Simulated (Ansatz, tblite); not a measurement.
# Ga5N4 zinc blende ring disc (Ga₅N₄H₁₆−): rung by rung

The task here is to estimate one member of a computed series from the others.

The runs use Ansatz 0.2.0, Gaussian basis; as each input shows.

Plan: GFN1-xTB, GFN2-xTB, PBE-D4/def2-TZVP, r2SCAN-D4/def2-TZVP, ωB97M-V/def2-TZVP, PBE-QIDH/def2-TZVP, HSE06-D4/def2-TZVP, PBE-D4/def2-SVP, PBE0-D4/def2-SVP, HF/STO-3G, HF/6-31G, B3LYP-D4/6-31G, CCSD(T)/def2-SVP, MP2/def2-TZVP, RPA/def2-TZVP.

### The geometry

The singlet was relaxed beforehand with r2SCAN-D4/def2-SVP.

25 atoms, charge -1, spin multiplicity 1.

Bond lengths: N1–Ga5 1.963 Å, N1–Ga6 1.963 Å, N1–Ga7 1.995 Å, N1–H10 1.028 Å, N2–Ga6 2.020 Å, N2–Ga8 2.020 Å, N2–H11 1.023 Å, N2–H12 1.024 Å, N3–Ga5 2.020 Å, N3–Ga9 2.020 Å, N3–H13 1.024 Å, N3–H14 1.023 Å, N4–Ga7 1.995 Å, N4–Ga8 1.963 Å, N4–Ga9 1.963 Å, N4–H15 1.028 Å, Ga5–H16 1.589 Å, Ga5–H17 1.580 Å and more. Angles: Ga5–N1–Ga6 116.8°, Ga5–N1–Ga7 113.8°, Ga5–N1–H10 104.0°, Ga6–N1–Ga7 113.8°, Ga6–N1–H10 103.9°, Ga7–N1–H10 102.3°, Ga6–N2–Ga8 122.5°, Ga6–N2–H11 109.2°, Ga6–N2–H12 105.3°, Ga8–N2–H11 109.2°, Ga8–N2–H12 105.3°, H11–N2–H12 103.6°, Ga5–N3–Ga9 122.2°, Ga5–N3–H13 105.4°, Ga5–N3–H14 109.2°, Ga9–N3–H13 105.4°, Ga9–N3–H14 109.3°, H13–N3–H14 103.6° and more.

Geometry (Å):

```xyz
25
charge -1, multiplicity 1
N    -1.10275   -1.10378    0.81938
N     1.30187   -1.29361   -1.14523
N    -1.29714    1.28931   -1.15000
N     1.10044    1.10574    0.81979
Ga   -2.43641   -0.07014   -0.18394
Ga   -0.06800   -2.43112   -0.19111
Ga    0.00014   -0.00056    2.06299
Ga    2.43533    0.07456   -0.18422
Ga    0.06366    2.43224   -0.18990
H    -1.66375   -1.66956    1.46840
H     0.86665   -0.85588   -1.96135
H     1.96639   -1.95695   -1.55422
H    -1.95793    1.94908   -1.57064
H    -0.85443    0.84443   -1.95817
H     1.66103    1.67165    1.46905
H    -3.10398   -0.93283   -1.33987
H    -3.38219    0.75694    0.77450
H    -0.92761   -3.08622   -1.35644
H     0.75136   -3.38724    0.76392
H     0.96328   -0.96160    2.87863
H    -0.96084    0.95806    2.88384
H     3.38714   -0.74556    0.77437
H     3.09609    0.93642   -1.34468
H    -0.76297    3.38201    0.76509
H     0.92457    3.09461   -1.35017
```

The ion is computed in the gas phase, without counter-ions or solvent.

PBE0-D4/def2-TZVP was run before; its log isn't repeated, and its numbers join the tables.

Set-up of the first run:

Tight binding, by tblite at 300 K electronic temperature and without a spin-polarisation term:

```python
tblite.interface.Calculator('GFN1-xTB', numbers, positions, charge=-1, uhf=0).singlepoint()
```

Tight binding, by tblite at 300 K electronic temperature and without a spin-polarisation term:

```python
tblite.interface.Calculator('GFN2-xTB', numbers, positions, charge=-1, uhf=0).singlepoint()
```

start.molden holds the orbitals of an earlier run on this state, given as this run's starting guess.

The input, in.yaml:

```yaml
crystal:
  periodic: [false, false, false]
  atoms:
    - {symbol: N, position_ang: [-1.102745, -1.103783, 0.819376]}
    - {symbol: N, position_ang: [1.301865, -1.293610, -1.145231]}
    - {symbol: N, position_ang: [-1.297139, 1.289312, -1.149996]}
    - {symbol: N, position_ang: [1.100440, 1.105738, 0.819792]}
    - {symbol: Ga, position_ang: [-2.436408, -0.070145, -0.183944]}
    - {symbol: Ga, position_ang: [-0.067999, -2.431121, -0.191110]}
    - {symbol: Ga, position_ang: [0.000143, -0.000556, 2.062992]}
    - {symbol: Ga, position_ang: [2.435333, 0.074560, -0.184219]}
    - {symbol: Ga, position_ang: [0.063665, 2.432243, -0.189904]}
    - {symbol: H, position_ang: [-1.663753, -1.669556, 1.468397]}
    - {symbol: H, position_ang: [0.866646, -0.855877, -1.961349]}
    - {symbol: H, position_ang: [1.966394, -1.956954, -1.554224]}
    - {symbol: H, position_ang: [-1.957926, 1.949080, -1.570644]}
    - {symbol: H, position_ang: [-0.854426, 0.844430, -1.958167]}
    - {symbol: H, position_ang: [1.661030, 1.671647, 1.469052]}
    - {symbol: H, position_ang: [-3.103982, -0.932833, -1.339869]}
    - {symbol: H, position_ang: [-3.382186, 0.756941, 0.774499]}
    - {symbol: H, position_ang: [-0.927606, -3.086215, -1.356445]}
    - {symbol: H, position_ang: [0.751362, -3.387243, 0.763924]}
    - {symbol: H, position_ang: [0.963281, -0.961599, 2.878631]}
    - {symbol: H, position_ang: [-0.960845, 0.958062, 2.883843]}
    - {symbol: H, position_ang: [3.387142, -0.745557, 0.774370]}
    - {symbol: H, position_ang: [3.096094, 0.936418, -1.344683]}
    - {symbol: H, position_ang: [-0.762970, 3.382015, 0.765087]}
    - {symbol: H, position_ang: [0.924572, 3.094605, -1.350167]}
basis:
  gaussian: {orbitals: def2-TZVP, fitting: {mean_field: def2-universal-jkfit}, initial_orbitals: start.molden}
total_charge: -1
hamiltonian: {xc: pbe, dispersion: d4}
scf: {omitted_lower_state_checks: [starts]}
output: {forces: true, orbitals: {seedname: orbitals}}
```

Started as:

```bash
> ansatz run in.yaml --threads 2 --pin off --events-out ev --progress --plain --max-ram 22528MiB --backend cuda --devices 0, --max-vram 18GiB
```

Steps of the session up to this table: PBE-D4/def2-TZVP; r2SCAN-D4/def2-TZVP; ωB97M-V/def2-TZVP; PBE-QIDH/def2-TZVP; HSE06-D4/def2-TZVP; PBE-D4/def2-SVP; PBE0-D4/def2-SVP; HF/STO-3G; HF/6-31G; B3LYP-D4/6-31G; CCSD(T)/def2-SVP; MP2/def2-TZVP; RPA/def2-TZVP.

One of the session's tables, all rows but one given; the rest of the session is left out.

| level | HOMO (eV) | LUMO (eV) | gap (eV) |
| --- | --- | --- | --- |
| HF/STO-3G | -1.33 | 13.30 | 14.63 |
| HF/6-31G | ? | ? | ? |
| PBE-D4/def2-SVP | -2.35 | 2.47 | 4.82 |
| PBE-D4/def2-TZVP | -2.48 | 2.07 | 4.55 |
| r2SCAN-D4/def2-TZVP | -2.78 | 2.47 | 5.26 |
| B3LYP-D4/6-31G | -3.40 | 2.68 | 6.08 |
| PBE0-D4/def2-SVP | -3.59 | 3.27 | 6.86 |
| PBE0-D4/def2-TZVP | -3.69 | 2.85 | 6.54 |
| HSE06-D4/def2-TZVP | -3.29 | 2.48 | 5.77 |
| ωB97M-V/def2-TZVP | -5.90 | 4.26 | 10.16 |

Estimate the missing values for HF/6-31G.

**Answer.** HOMO (eV): -6.57; LUMO (eV): 5.36; gap (eV): 11.93. In the column «HOMO (eV)» it is the lowest.
